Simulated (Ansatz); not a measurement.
From input file to script: C₃H₈OSi, SMILES C=CO[SiH2]C in Ansatz 0.2.0.

```yaml
crystal:
  periodic: [false, false, false]
  atoms:
    - { symbol: C, position_ang: [-0.6996, -0.2617, 2.6353] }
    - { symbol: C, position_ang: [-0.0961, -0.3017, 1.4632] }
    - { symbol: O, position_ang: [-0.7696, -0.6388, 0.2912] }
    - { symbol: Si, position_ang: [0.1518, -0.6696, -1.1514] }
    - { symbol: C, position_ang: [0.4063, 0.9953, -1.8605] }
    - { symbol: H, position_ang: [-1.8133, -0.4017, 2.674] }
    - { symbol: H, position_ang: [-0.2061, 0.0516, 3.5434] }
    - { symbol: H, position_ang: [1.01, -0.0896, 1.3874] }
    - { symbol: H, position_ang: [-0.7175, -1.448, -2.0798] }
    - { symbol: H, position_ang: [1.3723, -1.3882, -0.9359] }
    - { symbol: H, position_ang: [1.0101, 1.599, -1.1415] }
    - { symbol: H, position_ang: [-0.5104, 1.5549, -1.9955] }
    - { symbol: H, position_ang: [0.8825, 0.9638, -2.8153] }
basis:
  gaussian: { orbitals: cc-pVDZ }
hamiltonian:
  xc: r2scan
scf:
  lower_state_search: "off"
```

The program run on that file:
```console
$ ansatz run input.yaml --threads 1 --pin off --max-ram 4096MiB --backend cpu --events-out ev --progress --plain --runs-dir out
Engine: ansatz 0.2.0, aarch64-unknown-linux-gnu
Functional definition: r2SCAN
  parameter k0 = 0.174
  parameter k1 = 0.065
  parameter a1 = 4.9479
  exchange = r2scan_x(k0 = k0, k1 = k1, a1 = a1)
  correlation = r2scan_c
these checks for a lower state are left out or cut short: stability, starts, cluster_reference, orbital_swaps, neighbouring_geometries, increment
1377 factors; their error is unknown
mean field evaluation 1: about -13152.3577 eV, gradient 6.6e1 eV
mean field evaluation 2: about -13144.3155 eV, gradient 8.6e1 eV
mean field evaluation 4: about -13162.4875 eV, gradient 5.8e0 eV
mean field evaluation 8: about -13162.5606 eV, gradient 1.2e-1 eV
mean field evaluation 16: about -13162.5141 eV, gradient 2.1e-4 eV
mean field -13162.51413654 eV, -483.7134726452 hartree, gradient 5.4e-6 eV, S^2 0.000000; 0 other end points of the search recorded, 0 dependent functions left out
reference -13162.51414806 eV, -483.7134730686 hartree; 24, 24 occupied and 90, 90 virtual orbitals, 1377 factors
Total energy: -13162.51414806 eV, -483.7134730686 hartree
Checks for a lower state left out: stability, starts, cluster_reference, orbital_swaps, neighbouring_geometries, increment
```

The script, `energy_c3h8osi.py`:
```python
# -*- coding: utf-8 -*-
"""Single point of C3H8OSi in a Gaussian basis."""

import ansatz as az

GEOMETRY = """
C    -0.69960   -0.26170    2.63530
C    -0.09610   -0.30170    1.46320
O    -0.76960   -0.63880    0.29120
Si    0.15180   -0.66960   -1.15140
C     0.40630    0.99530   -1.86050
H    -1.81330   -0.40170    2.67400
H    -0.20610    0.05160    3.54340
H     1.01000   -0.08960    1.38740
H    -0.71750   -1.44800   -2.07980
H     1.37230   -1.38820   -0.93590
H     1.01010    1.59900   -1.14150
H    -0.51040    1.55490   -1.99550
H     0.88250    0.96380   -2.81530
"""

geometry = az.Crystal.molecule()
for line in GEOMETRY.strip().splitlines():
    symbol, *xyz = line.split()
    geometry = geometry.atom(symbol, [float(v) for v in xyz])

model = (
    geometry.calculation()
    .basis(gaussian="cc-pVDZ")
    .functional("r2scan")
    .scf(lower_state_search="off")
)
trace = []
res = model.session().plan().execute(on_event=trace.append)
r = res.report
for event in trace:
    if event["event"] == "mean_field_evaluation" and event["data"]["evaluation"] <= 25:
        print("pass {evaluation:3d}  E = {energy_ev:.6f} eV  gradient {gradient_ev:.1e}".format(**event["data"]))

print("reference energy %16.6f eV" % r["reference_energy_ev"])
print("total energy     %16.6f eV" % r["free_energy_ev"])
print("occupied orbitals outside the frozen core (up, down):", r["n_occupied"], " frozen:", r["n_frozen"], " virtual:", r["n_virtual"])
```

`python energy_c3h8osi.py` gives:
```text
pass   1  E = -13152.357682 eV  gradient 6.6e+01
pass   2  E = -13144.315505 eV  gradient 8.6e+01
pass   3  E = -13162.161637 eV  gradient 1.4e+01
pass   4  E = -13162.487481 eV  gradient 5.8e+00
pass   5  E = -13162.553650 eV  gradient 1.2e+00
pass   6  E = -13162.555471 eV  gradient 9.2e-01
pass   7  E = -13162.557589 eV  gradient 1.0e-01
pass   8  E = -13162.560631 eV  gradient 1.2e-01
pass   9  E = -13162.560662 eV  gradient 3.6e-02
pass  10  E = -13162.514049 eV  gradient 1.9e-01
pass  11  E = -13162.514131 eV  gradient 4.5e-02
pass  12  E = -13162.514133 eV  gradient 3.8e-02
pass  13  E = -13162.514137 eV  gradient 4.2e-03
pass  14  E = -13162.514137 eV  gradient 7.3e-04
pass  15  E = -13162.514137 eV  gradient 7.4e-04
pass  16  E = -13162.514137 eV  gradient 2.1e-04
pass  17  E = -13162.514137 eV  gradient 3.7e-05
pass  18  E = -13162.514137 eV  gradient 1.9e-05
pass  19  E = -13162.514137 eV  gradient 5.3e-06
pass  20  E = -13162.514137 eV  gradient 5.4e-06
reference energy    -13162.514148 eV
total energy        -13162.514148 eV
occupied orbitals outside the frozen core (up, down): [24, 24]  frozen: 0  virtual: [90, 90]
```

The settings weren't tested for convergence. The geometry is a force-field or estimated start, not a minimum of this method, and the basis set is short of its limit. Early passes use coarser integrals and grids, so their energies can't be compared with the last. Finished in 4.4 s on 1 thread of Arm Neoverse V1, with other jobs on the host, peak memory 0.2 GiB.

(Lines on the test bed's own set-up are left out of the output.)
